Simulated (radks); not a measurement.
# Exchange and kinetic functionals tested on atomic densities: K, H, Au, Rb⁴⁺, Fe¹¹⁺

Aim: take each self-consistent density and evaluate many functionals on it, against the exact exchange and kinetic energies of the same orbitals. Every spin shell is full or empty, so the densities are truly spherical.

Program: radks (a radial shooting solver on a logarithmic mesh, Libxc functionals) version 1. Level of theory: non-relativistic Kohn-Sham, r2SCAN, spin-polarised, spherical densities, point nucleus; open shells are filled with parallel spins first. These are calculated values, not measurements, unless marked.

## Step 1: The atom as given

* species: K ([Ar] 4s1), H (1s1), Au ([Xe] 4f14 5d10 6s1), Rb⁴⁺ ([Ar] 3d10 4s2 4p3), Fe¹¹⁺ ([Ne] 3s2 3p3)

## Step 2: K, [Ar] 4s1

Input:

```text
Z 19
configuration [Ar] 4s1
relativity non-relativistic
functional r2scan,r2scan
spin polarised
nucleus point
```

## Step 3: H, 1s1

Input:

```text
Z 1
configuration 1s1
relativity non-relativistic
functional r2scan,r2scan
spin polarised
nucleus point
```

## Step 4: Au, [Xe] 4f14 5d10 6s1

Input:

```text
Z 79
configuration [Xe] 4f14 5d10 6s1
relativity non-relativistic
functional r2scan,r2scan
spin polarised
nucleus point
```

## Step 5: Rb⁴⁺, [Ar] 3d10 4s2 4p3

Input:

```text
Z 37
configuration [Ar] 3d10 4s2 4p3
relativity non-relativistic
functional r2scan,r2scan
spin polarised
nucleus point
```

## Step 6: Fe¹¹⁺, [Ne] 3s2 3p3

Input:

```text
Z 26
configuration [Ne] 3s2 3p3
relativity non-relativistic
functional r2scan,r2scan
spin polarised
nucleus point
```

Q: Predict the outcome of this session. Wanted: for each run, error in magnitude; K; Au; Rb⁴⁺; Fe¹¹⁺.

**Answer**, as computed:

```csv
error in magnitude (%),K,H,Au,Rb⁴⁺,Fe¹¹⁺
"exchange, LDA",-7.52,-14.12,-3.80,-5.53,-7.40
"exchange, PBE",-0.56,-1.86,-0.32,-0.42,-0.55
"exchange, PW86",+0.39,-0.09,-0.35,+0.01,+0.34
"exchange, OPTX",+0.10,-0.43,+1.91,+0.92,+0.26
"exchange, APBE",+0.53,-0.31,+0.28,+0.41,+0.51
"exchange, revTPSS",-0.56,+0.10,-0.88,-0.82,-0.61
"exchange, r2SCAN",+0.01,+0.12,-0.15,-0.03,-0.05
"exchange, Tao-Mo",-0.24,+0.16,-0.81,-0.69,-0.32
"exchange, TASK",-2.99,+0.12,-1.82,-2.41,-2.94
"kinetic, Thomas-Fermi",-6.96,-8.64,-4.64,-5.82,-6.80
"kinetic, TF + vW",+50.59,+91.36,+30.93,+40.26,+48.17
"kinetic, TF + vW/9",-0.57,+2.47,-0.69,-0.70,-0.69
"kinetic, APBEK",+0.28,+1.86,+0.04,+0.13,+0.13
"kinetic, Perdew 92",-0.55,+2.49,-0.68,-0.69,-0.68
"kinetic, Thakkar",-0.12,+2.21,-0.78,-0.47,-0.31
"kinetic, Pearson",-1.38,-2.57,-0.84,-1.04,-1.43
"kinetic, DePristo-Kress",+0.08,+2.52,-0.20,-0.06,-0.05
"kinetic, Ernzerhof",-0.02,+6.26,-0.48,-0.35,-0.15
```

What this shows: Negative means that the magnitude is too small. For exchange the mean absolute error is least for r2SCAN (0.07 %) and largest for LDA (7.68 %). Among the orbital-free kinetic functionals APBEK (0.49 %) does best and TF + vW (52.26 %) worst. The functionals are evaluated on one density each, not self-consistently.
